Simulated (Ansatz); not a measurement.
**GaPH₆: ionisation energy by level of theory**

The task here is to estimate one member of a computed series from the others.

Computed with Ansatz 0.2.0, Gaussian basis. Level: unrestricted cation, the program's frozen cores in correlated methods.

Plan: UKS PBE-D4/def2-TZVPP; UKS r2SCAN-D4/def2-TZVPP; UKS PBE0-D4/def2-TZVPP; UKS B3LYP-D4/def2-TZVPP; UKS wB97X-V/def2-TZVPP; UKS wB97M-V/def2-TZVPP; UKS B2PLYP/def2-TZVPP; UHF-CCSD(T)/def2-TZVPP; UHF-MP2/def2-QZVPP; extrapolation to the limit; then −ε(HOMO) from the neutral's earlier runs with LDA (SPW92), PBE-D4, revPBE-D4, BLYP-D4, r2SCAN-D4, B97M-V, PBE0-D4, B3LYP-D4, r2SCANh-D4, r2SCAN0-D4, HSE06-D4, BHLYP-D4, CAM-B3LYP-D4, LC-ωPBE, ωB97X-V, ωB97M-V.

### The relaxed structure

An earlier PBE0-D4 in a triple-zeta def2 set relaxation fixed the geometry.

SMILES `[PH3+][GaH3-]`, 8 atoms, charge 0, spin multiplicity 1.

Atoms are counted from 1 here; the program's logs count them from 0.

Bond lengths: P1–Ga2 2.522 Å, P1–H3 1.410 Å, P1–H4 1.410 Å, P1–H5 1.410 Å, Ga2–H6 1.576 Å, Ga2–H7 1.576 Å, Ga2–H8 1.576 Å. Angles: Ga2–P1–H3 119.2°, Ga2–P1–H4 119.3°, Ga2–P1–H5 119.2°, H3–P1–H4 98.2°, H3–P1–H5 98.2°, H4–P1–H5 98.2°, P1–Ga2–H6 96.7°, P1–Ga2–H7 96.7°, P1–Ga2–H8 96.7°, H6–Ga2–H7 118.6°, H6–Ga2–H8 118.6°, H7–Ga2–H8 118.7°.

The first run:

The input, in.yaml:

```yaml
crystal:
  periodic: [false, false, false]
  atoms:
    - {symbol: P, position_ang: [-0.528444, 0.017135, -0.932988]}
    - {symbol: Ga, position_ang: [0.741872, -0.040543, 1.244991]}
    - {symbol: H, position_ang: [-1.936268, 0.093633, -0.905588]}
    - {symbol: H, position_ang: [-0.402513, -1.061152, -1.833007]}
    - {symbol: H, position_ang: [-0.286974, 1.067841, -1.842004]}
    - {symbol: H, position_ang: [0.233514, 1.347521, 1.792522]}
    - {symbol: H, position_ang: [2.184444, -0.121545, 0.614716]}
    - {symbol: H, position_ang: [0.086568, -1.359991, 1.805659]}
basis:
  gaussian: {orbitals: def2-TZVPP}
total_charge: 1
magnetization: {spin_polarized: true, initial_magnetization: 1}
hamiltonian: {xc: pbe, dispersion: d4}
```

Steps of the session up to this table: Cation, UKS PBE-D4/def2-TZVPP; Cation, UKS r2SCAN-D4/def2-TZVPP; Cation, UKS PBE0-D4/def2-TZVPP; Cation, UKS B3LYP-D4/def2-TZVPP; Cation, UKS wB97X-V/def2-TZVPP; Cation, UKS wB97M-V/def2-TZVPP; Cation, UKS B2PLYP (frozen core)/def2-TZVPP; Cation, UHF-CCSD(T)/def2-TZVPP; Cation, UHF-MP2/def2-QZVPP.

One table of the session follows, with a row left open; its other results are not shown here.

It belongs to the step «Ionisation energies side by side». Orbital estimates, from the neutral's runs:

```
  functional  −ε(HOMO) (eV)
 LDA (SPW92)              ?
      PBE-D4           6.66
   revPBE-D4           6.63
     BLYP-D4           6.57
   r2SCAN-D4           6.96
      B97M-V           7.06
     PBE0-D4           7.87
    B3LYP-D4           7.69
  r2SCANh-D4           7.41
  r2SCAN0-D4           8.08
    HSE06-D4           7.47
    BHLYP-D4           9.03
CAM-B3LYP-D4           9.26
     LC-ωPBE          10.62
     ωB97X-V          10.28
     ωB97M-V          10.12
```

Q: Estimate the row for LDA (SPW92) from the others.

As computed: −ε(HOMO) (eV): 6.72. In the column «−ε(HOMO) (eV)» it lies between PBE-D4 (6.66) and r2SCAN-D4 (6.96).
